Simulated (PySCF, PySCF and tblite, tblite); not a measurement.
# C₄H₈O₃: conformers and averaged spectra, part 3 of 3

PySCF and tblite. Atoms count from 0. The steps go on from the part before.

## (11) Shieldings, conformer 2: OLYP/pcSseg-1

The job: settings as JSON, then the geometry in Å.

```
{"job": {"xc": "OLYP", "basis": "pcSseg-1", "kind": "nmr", "pop": false}, "charge": 0, "multiplicity": 1}
C     -1.628045     1.003231     0.068202
O     -1.207093     0.219089     1.172461
C      0.086521    -0.310947     1.114378
C      0.231556    -1.423442     0.045778
O      0.831947    -0.764414    -1.049066
C      1.520668     0.363192    -0.567658
O      1.058674     0.632228     0.738301
H     -2.664901     1.282014     0.263432
H     -1.576293     0.440738    -0.871808
H     -1.020815     1.911581    -0.020803
H      0.303546    -0.670848     2.131139
H      0.870960    -2.239588     0.414005
H     -0.738513    -1.824500    -0.259008
H      1.317645     1.217563    -1.233433
H      2.609728     0.172092    -0.529426
```

Log:

```text
coarse grid: 12568 points
cycle   1  E = -382.4429912394  dE =  9.281e-01  |g| = 9.543e-01  |ddm| = 3.352e+00
cycle   2  E = -382.0562367002  dE =  3.868e-01  |g| = 1.722e+00  |ddm| = 2.503e+00
cycle   3  E = -382.6026857104  dE = -5.464e-01  |g| = 1.475e-01  |ddm| = 1.854e+00
cycle   4  E = -382.6060756626  dE = -3.390e-03  |g| = 7.783e-02  |ddm| = 1.461e-01
cycle   5  E = -382.6071248660  dE = -1.049e-03  |g| = 2.507e-02  |ddm| = 6.455e-02
cycle   6  E = -382.6072197758  dE = -9.491e-05  |g| = 9.290e-03  |ddm| = 2.401e-02
cycle   7  E = -382.6072385063  dE = -1.873e-05  |g| = 9.493e-04  |ddm| = 8.107e-03
cycle   8  E = -382.6072386865  dE = -1.803e-07  |g| = 3.443e-04  |ddm| = 1.188e-03
final grid: 121432 points
cycle   9  E = -382.6966266903  dE =  3.547e-06  |g| = 3.441e-02  |ddm| = 4.878e-02
cycle  10  E = -382.6961137584  dE =  5.129e-04  |g| = 6.415e-02  |ddm| = 5.710e-02
cycle  11  E = -382.6968282691  dE = -7.145e-04  |g| = 2.172e-03  |ddm| = 3.940e-02
cycle  12  E = -382.6968292596  dE = -9.905e-07  |g| = 7.580e-04  |ddm| = 2.579e-03
cycle  13  E = -382.6968293559  dE = -9.624e-08  |g| = 2.922e-04  |ddm| = 7.072e-04
cycle  14  E = -382.6968293709  dE = -1.499e-08  |g| = 7.078e-05  |ddm| = 2.488e-04
cycle  15  E = -382.6968293718  dE = -9.718e-10  |g| = 1.260e-05  |ddm| = 6.245e-05
converged SCF energy = -382.6968293718

GIAO shielding tensors (ppm)
atom      isotropic    diamagn.    paramagn.     s11        s22        s33       span
  0 C      131.868     245.822    -113.954    104.445    109.458    181.700     77.255
  1 O      248.630     394.780    -146.150    194.592    230.653    320.644    126.052
  2 C       76.078     246.697    -170.619     45.412     80.810    102.012     56.600
  3 C      106.003     248.121    -142.117     73.082     96.510    148.418     75.336
  4 O      246.500     397.202    -150.702    160.740    230.532    348.226    187.486
  5 C       75.628     242.295    -166.667     38.299     76.933    111.652     73.354
  6 O      215.415     398.704    -183.289    139.684    204.232    302.329    162.645
  7 H       28.239      28.667      -0.428     24.393     26.226     34.099      9.706
  8 H       28.359      31.381      -3.022     24.231     27.418     33.428      9.196
  9 H       27.952      30.595      -2.643     24.239     26.242     33.375      9.136
 10 H       25.701      29.536      -3.836     21.766     25.132     30.205      8.439
 11 H       27.517      29.491      -1.974     23.047     26.191     33.313     10.266
 12 H       27.264      30.525      -3.261     24.740     25.973     31.079      6.339
 13 H       25.608      29.679      -4.071     22.544     24.450     29.829      7.285
 14 H       25.822      27.851      -2.029     21.087     24.704     31.675     10.588
```

It took 26 s on 1 thread of Arm Neoverse V1, shared host; peak memory 0.68 GiB.

This run: HOMO -5.52 eV, LUMO 0.52 eV; dipole 0.64 D.

## (12) The ensemble: properties at OLYP/pcSseg-1

The job: settings as JSON, then the geometry in Å.

```
{"job": {"study": "conf", "smiles": "CO[C@H]1COCO1", "search": {"seed": 6791, "n_embed": 90, "ff_keep": 18, "window": 3.0, "nmax": 10, "temps": [180, 230, 298.15, 330, 400], "t_ref": 298.15, "order": 0.001}, "level": {"nmr": {"xc": "OLYP", "basis": "pcSseg-1"}, "alter": {"geometry": "GFN1-xTB"}, "change": "OLYP/pcSseg-1; GFN1-xTB geometries", "top": 4}, "kind": "conf"}, "charge": 0, "multiplicity": 1}
C      2.209732     0.335200    -0.103732
O      1.074839    -0.042707     0.655806
C      0.044911    -0.643861    -0.086865
C     -1.148338    -0.865890     0.872919
O     -2.145202     0.021974     0.413120
C     -1.574173     0.877339    -0.546980
O     -0.465287     0.198323    -1.087950
H      1.937004     1.055129    -0.884065
H      2.680451    -0.540270    -0.571448
H      2.913755     0.798790     0.588830
H      0.409525    -1.565994    -0.573988
H     -1.528375    -1.893175     0.827855
H     -0.850843    -0.626184     1.902081
H     -1.259334     1.831928    -0.081562
H     -2.303081     1.067388    -1.345932
```

Log:

```text
conformer  sym    E(xTB)   E(DFT)   G(298.15 K)  weight  dipole/D
    1     C1      0.000    0.000    0.000   0.9496    1.196
    2     C1      2.016    1.773    1.740   0.0504    0.638

mean shielding (ppm) by class
class atoms           180 K      230 K   298.15 K      330 K      400 K
  0 C  0            126.801    126.873    127.019    127.097    127.275
  1 O  1            244.378    244.438    244.561    244.627    244.775
  2 C  2             74.383     74.407     74.456     74.482     74.541
  3 C  3            105.282    105.292    105.313    105.324    105.349
  4 O  4             251.35    251.281    251.142    251.067    250.897
  5 C  5             79.378     79.324     79.217     79.159     79.027
  6 O  6            203.677    203.844    204.182    204.363    204.774
  7 H  7,8,9          28.05     28.052     28.056     28.058     28.062
  8 H  10            26.025      26.02     26.011     26.006     25.995
  9 H  11            27.235     27.239     27.247     27.251     27.261
 10 H  12            27.521     27.517      27.51     27.506     27.497
 11 H  13            25.969     25.964     25.953     25.948     25.935
 12 H  14            25.909     25.908     25.905     25.904     25.901
```

Run time: 51 s. Hardware: 1 thread of Arm Neoverse V1, shared host. This counts the runs that the step sums up.

Against the first level, at 298 K (shieldings, ppm; largest changes first):

```csv
atoms,B3LYP/pcSseg-1 in benzene,OLYP/pcSseg-1,change
O1,260.3,244.6,-15.7
O6,209.9,204.2,-5.7
C0,123.6,127.0,+3.4
O4,253.9,251.1,-2.8
C5,81.5,79.2,-2.3
C2,73.5,74.5,+1.0
H13,26.62,25.95,-0.67
C3,104.7,105.3,+0.6
H12,28.02,27.51,-0.51
H10,26.50,26.01,-0.48
```

Weights: from B3LYP/pcSseg-1 in benzene energies 1: 94 %, 2: 6 %, 3: 0 %; from OLYP/pcSseg-1 energies 1: 95 %, 2: 5 % (with a dispersion term where the level has one and the same thermal terms, so they don't follow from the SCF energies alone). Times: 1.8 min and 51 s.

## (13) Outcome

The summary covers parts 1 to 3.

```
                                       quantity                                                value
                                     conformers  3; the first in weight is no. 1 (C1), 94 % at 298 K
                        root-mean-square dipole                                               1.49 D
averaged 13C shifts (B3LYP/pcSseg-1 in benzene)                         108.8, 100.8, 77.6, 58.7 ppm
 averaged 1H shifts (B3LYP/pcSseg-1 in benzene)               5.45, 5.32, 5.20, 4.37, 3.79, 3.68 ppm
```

**Reading.** Conformer 1 leads with 94 % at 298 K, and its share goes from 99 % at 180 K to 87 % at 400 K. Among conformers over 5 %, C0 differs by 7.4 ppm, while the average moves by 0.9 ppm from 180 to 400 K. Among vicinal couplings, H10–H12 differs most between the conformers listed (2.8 for no. 1, 0.3 for no. 2, 4.7 for no. 3; average 2.6 Hz). Between B3LYP/pcSseg-1 in benzene and OLYP/pcSseg-1, O1 changes most, by 15.7 ppm of raw shielding (the geometries differ too); the energies behind both averages, dispersion terms included where typed, rank the same conformer first.
